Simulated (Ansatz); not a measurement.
# LaRh3C: the cost of one run

All numbers are computed with Ansatz 0.2.0 through its Python package. The levels of theory stand in the script.

## (1) Starting point

It takes space group Pm-3m (No. 221, cubic). The conventional cell has a = 4.267 Å, b = 4.267 Å, c = 4.267 Å, α = 90.00°, β = 90.00°, γ = 90.00°. La (site symmetry m-3m) is surrounded by 12 Rh at 3.02 Å. Rh (site symmetry 4/mmm) is surrounded by 2 C at 2.13 Å. C (site symmetry m-3m) has 6 Rh at 2.13 Å in its first shell of neighbours.

The script holds or builds the structure itself.

## (2) The code

The input, lattice_larh3c.py:

```python
# -*- coding: utf-8 -*-
"""Relaxed cell of LaRh3C under several functionals."""

import warnings

import ansatz as az
import numpy as np

def edges_and_angles(cell):
    cell = np.asarray(cell)
    a, b, c = np.linalg.norm(cell, axis=1)
    cosines = cell[1] @ cell[2] / (b * c), cell[0] @ cell[2] / (a * c), cell[0] @ cell[1] / (a * b)
    return (a, b, c, *np.degrees(np.arccos(cosines)))

warnings.simplefilter("ignore", az.DeckWarning)

lattice = az.Lattice.of(
    [4.266945, 0.0, 0.0],
    [0.0, 4.266945, 0.0],
    [0.0, 0.0, 4.266945],
)
sites = [
    ("La", [0.5, 0.5, 0.5]),
    ("Rh", [0.5, 0.0, 0.0]),
    ("Rh", [0.0, 0.5, 0.0]),
    ("Rh", [0.0, 0.0, 0.5]),
    ("C", [0.0, 0.0, 0.0]),
]
larh3c = az.Crystal(lattice=lattice)
for symbol, position in sites:
    larh3c = larh3c.atom(symbol, position)

calculation = (
    larh3c.calculation()
    .kpoints(length=23)
    .occupations(az.OccupationsMethod.FERMI_DIRAC, width=0.15)
    .scf(tolerance=1e-09)
    .relax(cell=True)
)

levels = [("blyp", "d3bj"), ("pbesol", "d3bj"), ("lda", "none")]
print("level            a       b       c    alpha   beta  gamma  V/atom  steps")
for name, dispersion in levels:
    seen = []
    run = calculation.functional(name, dispersion=dispersion).session().plan()
    done = run.execute(on_event=lambda e: seen.append(e) if e["event"] == "relax_step" else None)
    cell = done.lattice.cell_ang
    label = name if dispersion == "none" else f"{name}+{dispersion}"
    print("{:13s} {:7.4f} {:7.4f} {:7.4f} {:6.2f} {:6.2f} {:6.2f}".format(label, *edges_and_angles(cell)), f"{abs(np.linalg.det(cell)) / len(done.lattice.sites):7.3f} {len(seen):5d}")
```

## (3) The calls as engine input

The package turns the script's settings into the engine's input (first run):

```yaml
crystal:
  lattice:
    - [4.266945, 0.0, 0.0]
    - [0.0, 4.266945, 0.0]
    - [0.0, 0.0, 4.266945]
  atoms:
    - { symbol: La, position: [0.5, 0.5, 0.5] }
    - { symbol: Rh, position: [0.5, 0.0, 0.0] }
    - { symbol: Rh, position: [0.0, 0.5, 0.0] }
    - { symbol: Rh, position: [0.0, 0.0, 0.5] }
    - { symbol: C, position: [0.0, 0.0, 0.0] }
kpoints:
  mp_grid:
    grid: [5, 5, 5]
hamiltonian:
  xc: blyp
  dispersion: d3bj
scf:
  convergence:
    dr2_threshold: 1.0e-09
  occupations:
    method: fermi_dirac
    width: 0.15
relax:
  cell: {}
```

## (4) The run

The run is started by

```sh
python lattice_larh3c.py
```

**Question.** How long does this script take on 1 thread of Arm Neoverse V1, shared host, and how much memory does it need?

About 42 s, with a peak of 0.46 GiB.
